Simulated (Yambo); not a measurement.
NiO, 2 atoms in the cell. The structure is cubic, space group Fm-3m (No. 225). Conventional cell: a = 4.172 Å, b = 4.172 Å, c = 4.172 Å, α = 90.00°, β = 90.00°, γ = 90.00°. Ni (site symmetry m-3m) is surrounded by 6 O at 2.09 Å. O (site symmetry m-3m) is surrounded by 6 Ni at 2.09 Å. 

```yaml
Program: Yambo 5.3.0
Task: optical spectrum
Functional: PBE
Potentials_or_basis: Ansatz NC SR PBE
Cutoff: 1401 eV
Density_cutoff: 5606 eV
k_mesh: 8 × 8 × 8
Occupations: fermi-dirac, width 0.05 eV
Spin: collinear spin, ferromagnetic start
Starting_moments: "[1.0, 0.0] μB"
k_mesh_of_the_self-consistent_run: 12 × 12 × 12
Direction_of_the_field_or_of_q_to_0: z
Broadening: 0.1 eV
Kernel: none (independent particles)
Top_of_the_energy_range: 10 eV
Energy_points: 300
Correction_of_the_levels: none
Bands_in_the_response: 27
```

Potentials or basis: Ansatz NC SR PBE.

Run with:

```bash
$ OMP_NUM_THREADS=1 pw.x -in scf.in > scf.out
$ OMP_NUM_THREADS=1 pw.x -in nscf.in > nscf.out
$ cd tmp/pwscf.save; p2y; mv SAVE ../..; cd ../..
$ OMP_NUM_THREADS=1 yambo
$ OMP_NUM_THREADS=1 yambo -F optics3.in -J optics3 -C optics3_out
```

Hardware: 1 thread of Arm Neoverse V1, with other jobs on the host.

Task: Estimate the wall time of this run.

Result: Wall time 4.3 min on 1 thread of Arm Neoverse V1, with other jobs on the host.
